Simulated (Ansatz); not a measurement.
# C2H5B2N: the cost of one run

Method: RKS PBE0-D4/def2-mTZVP, in Ansatz 0.2.0.

## Step 1: The system as given

Bond lengths: B1–C2 1.483 Å, C2–C3 1.214 Å, C3–N4 1.335 Å, N4–B5 1.396 Å, B1–H6 1.171 Å, B1–H7 1.172 Å, N4–H8 1.015 Å, B5–H9 1.170 Å, B5–H10 1.169 Å. Angles: B1–C2–C3 179.8°, C2–B1–H6 119.7°, C2–B1–H7 119.5°, H6–B1–H7 120.8°, C2–C3–N4 180.0°, C3–N4–B5 126.0°, C3–N4–H8 113.2°, B5–N4–H8 120.8°, N4–B5–H9 117.8°, N4–B5–H10 119.2°, H9–B5–H10 123.0°.

Coordinates:

```xyz
10

B    -0.6140    1.7852   -1.9204
C    -0.2830    0.6745   -0.9944
C    -0.0084   -0.2354   -0.2383
N     0.2945   -1.2351    0.5927
B     0.5181   -1.1217    1.9665
H    -0.7151    2.8757   -1.5059
H    -0.7745    1.5586   -3.0591
H     0.3625   -2.1346    0.1276
H     0.7815   -2.0961    2.5591
H     0.4384   -0.0711    2.4721
```

## Step 2: End point A

input.yaml reads:

```yaml
crystal:
  periodic: [false, false, false]
  atoms:
    - { symbol: B, position_ang: [-0.61404, 1.78515, -1.92043] }
    - { symbol: C, position_ang: [-0.28296, 0.67447, -0.99441] }
    - { symbol: C, position_ang: [-0.00839, -0.23538, -0.23826] }
    - { symbol: "N", position_ang: [0.29448, -1.23507, 0.59273] }
    - { symbol: B, position_ang: [0.51814, -1.1217, 1.9665] }
    - { symbol: H, position_ang: [-0.7151, 2.87572, -1.50591] }
    - { symbol: H, position_ang: [-0.77453, 1.55862, -3.05908] }
    - { symbol: H, position_ang: [0.36248, -2.13458, 0.12758] }
    - { symbol: H, position_ang: [0.78153, -2.09609, 2.55915] }
    - { symbol: H, position_ang: [0.43839, -0.07113, 2.47214] }
basis:
  gaussian: { orbitals: def2-mTZVP }
hamiltonian:
  xc: pbe0
  dispersion: d4
relax:
  f_tol: 0.02
  max_steps: 50
output:
  orbitals: {}
```

The run is started by

```
> ansatz run input.yaml --threads 2 --pin off --max-ram 3072MiB --backend cpu --events-out ev --progress --plain --runs-dir out
```

Q: Estimate wall time and peak memory on 2 threads of Intel Xeon 6975P-C (Granite Rapids), shared host.

About 10 s, with a peak of 0.22 GiB.
